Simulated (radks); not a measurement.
**Ru⁴⁺ in [Kr] 4d4: an all-electron calculation**

What are the levels of the ruthenium ion Ru4+, how large are its shells, and how does its energy divide?

The numbers are computed with radks (a radial shooting solver on a logarithmic mesh, Libxc functionals) version 1 (scalar-relativistic Kohn-Sham, SCAN, spin-polarised, spherical densities, finite nucleus; open shells are filled with parallel spins first), except any that are marked as measured or tabulated.

## 1. What is computed

```
element            : ruthenium (Z = 44)
charge             : +4
electrons          : 40
configuration      : [Kr] 4d4
nuclear rms radius : 4.4809 fm
```

The outer shells:

Ru⁴⁺
```
[Kr] core
4d [↑ ][↑ ][↑ ][↑ ][  ]
```

## 2. The calculation

Input:

```text
Z 44
configuration [Kr] 4d4
relativity scalar-relativistic
functional scan,scan
spin polarised
nucleus finite rms 4.4809 fm
c 137.035999084
```

The run is started by

```
$ python run_ks.py task.json out
```

The same process makes all the runs of this session.

What does the calculation give?

As calculated:

```
                        quantity                   value
                    total energy     -4528.13293 hartree
exchange-correlation share of it                  2.93 %
                            −T/E                  1.0342
          highest occupied level       4d up, -53.656 eV
    most extended occupied level  4d up, <r> = 1.36 bohr
 radius at density 0.001 e/bohr³               2.98 bohr
    maxima of the radial density                       4
         ionisation energy, NIST          59 (theory) eV
```

**Reading.** 4 principal shells are occupied and 4 maxima appear in the radial density. Relativity lifts −T/E to 1.034. Minus the highest eigenvalue, 53.656 eV, is 91 % of the tabulated ionisation energy (59 eV). Open shells are spherical and high-spin; term and fine-structure splittings are not resolved.
